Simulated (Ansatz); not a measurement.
# C4H10Si: the cost of one run

All numbers below are computed with Ansatz 0.2.0 (UKS PBE-D4/6-31G).

## Step 1: The starting structure

Bond lengths: C1–C2 1.489 Å, C2–C3 1.450 Å, C3–Si4 1.730 Å, Si4–C5 1.863 Å, C1–H6 1.171 Å, C1–H7 1.071 Å, C1–H8 1.047 Å, C2–H9 1.122 Å, C3–H10 1.144 Å, C3–H11 1.085 Å, Si4–H12 1.497 Å, C5–H13 1.139 Å, C5–H14 1.092 Å, C5–H15 1.109 Å. Angles (14 of 24 angles, heavy atoms first): C1–C2–C3 120.1°, C2–C3–Si4 94.4°, C3–Si4–C5 119.2°, C1–C2–H9 116.1°, C3–C2–H9 119.6°, C2–C1–H6 108.4°, C2–C1–H7 113.9°, C2–C1–H8 109.6°, C2–C3–H10 114.2°, C2–C3–H11 116.5°, Si4–C3–H10 113.8°, Si4–C3–H11 116.8°, C3–Si4–H12 115.2°, C5–Si4–H12 109.4°.

As a file:

```xyz
15

C    -0.9847   -1.7375   -0.2988
C    -0.0529   -0.9908    0.5911
C     1.2709   -0.6308    0.1210
Si    0.7373    0.7977   -0.6965
C     0.0343    2.2057    0.3009
H    -1.8016   -0.9935   -0.6878
H    -0.5096   -2.1772   -1.1523
H    -1.5040   -2.4551    0.2585
H    -0.5280   -0.3968    1.4163
H     2.0257   -0.4295    0.9562
H     1.7902   -1.3717   -0.4777
H    -0.1226    0.5602   -1.8981
H    -1.0529    2.0757    0.6134
H     0.0401    3.1540   -0.2404
H     0.6359    2.3387    1.2234
```

## Step 2: End point A

Contents of input.yaml:

```yaml
crystal:
  periodic: [false, false, false]
  atoms:
    - { symbol: C, position_ang: [-0.9847, -1.7375, -0.2988] }
    - { symbol: C, position_ang: [-0.0529, -0.9908, 0.5911] }
    - { symbol: C, position_ang: [1.2709, -0.6308, 0.121] }
    - { symbol: Si, position_ang: [0.7373, 0.7977, -0.6965] }
    - { symbol: C, position_ang: [0.0343, 2.2057, 0.3009] }
    - { symbol: H, position_ang: [-1.8016, -0.9935, -0.6878] }
    - { symbol: H, position_ang: [-0.5096, -2.1772, -1.1523] }
    - { symbol: H, position_ang: [-1.504, -2.4551, 0.2585] }
    - { symbol: H, position_ang: [-0.528, -0.3968, 1.4163] }
    - { symbol: H, position_ang: [2.0257, -0.4295, 0.9562] }
    - { symbol: H, position_ang: [1.7902, -1.3717, -0.4777] }
    - { symbol: H, position_ang: [-0.1226, 0.5602, -1.8981] }
    - { symbol: H, position_ang: [-1.0529, 2.0757, 0.6134] }
    - { symbol: H, position_ang: [0.0401, 3.154, -0.2404] }
    - { symbol: H, position_ang: [0.6359, 2.3387, 1.2234] }
magnetization:
  spin_polarized: true
basis:
  gaussian: { orbitals: "6-31G" }
hamiltonian:
  xc: pbe
  dispersion: d4
relax:
  f_tol: 0.02
  max_steps: 50
```

The run is started by

```sh
$ ansatz run input.yaml --threads 2 --pin off --max-ram 3072MiB --backend cpu --events-out ev --progress --plain --runs-dir out
```

Q: Estimate wall time and peak memory on 2 threads of AMD EPYC 7B13 (Zen 3), shared host.

About 35 s, with a peak of 0.19 GiB.
